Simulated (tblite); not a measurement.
# C9H16F: the cost of one run

Programs: PySCF 2.14.0 with density-fitted response routines of our own, and tblite 0.8.0. All values are computed, except where a source is named. Atoms count from 0 throughout.

## (1) The starting structure

26 atoms, charge 1, multiplicity 1; geometry from: MMFF94s geometry.

Bonds of the start (Å): C0–C1 1.51, C0–H10 1.09, C0–H11 1.10, C0–H12 1.08, C1–C2 1.33, C1–H13 1.08, C2–C3 1.47, C2–H14 1.08, C3–C4 1.49, C3–C6 1.53, C4–F5 1.36, C4–H15 1.09, C4–H16 1.10, C6–C7 1.54, C6–C8 1.54, C6–C9 1.56, C7–H17 1.09, C7–H18 1.10, C7–H19 1.10, C8–H20 1.08, C8–H21 1.10, C8–H22 1.09, C9–H23 1.10, C9–H24 1.09 and more.

## (2) GFN2-xTB relaxation, conformer 1

What the job is given:

```
{"job": {"xc": "GFN2-xTB", "basis": "xTB", "kind": "relax"}, "charge": 1, "multiplicity": 1}
C      3.649800    -0.299500     1.039300
C      2.393600     0.400500     0.571700
C      1.314400    -0.250300     0.147300
C      0.082300     0.411500    -0.305000
C      0.163300     1.752500    -0.945900
F     -0.089500     2.738500    -0.050600
C     -1.276600    -0.287000    -0.172500
C     -2.377200     0.732700     0.192000
C     -1.623100    -0.963200    -1.508700
C     -1.307000    -1.372700     0.941100
H      3.845800    -0.038800     2.081100
H      3.556100    -1.389000     0.970900
H      4.486500     0.023800     0.440000
H      2.419800     1.481400     0.640500
H      1.307500    -1.325800     0.130700
H      1.146500     1.945400    -1.379300
H     -0.561100     1.854300    -1.761800
H     -2.531800     1.467400    -0.601700
H     -2.146000     1.265400     1.120900
H     -3.343800     0.230400     0.338400
H     -0.879100    -1.699700    -1.787000
H     -1.691800    -0.226600    -2.322700
H     -2.589900    -1.463700    -1.441700
H     -2.319300    -1.786000     1.065300
H     -0.652400    -2.216600     0.701800
H     -0.998100    -0.962400     1.909200
```

On the command line:

```console
$ OMP_NUM_THREADS=1 python ens_run.py task.json out
```

One launch serves the whole session.

**Question.** How long does this first job take on 1 thread of Arm Neoverse V2, shared host?

About 2.1 s.
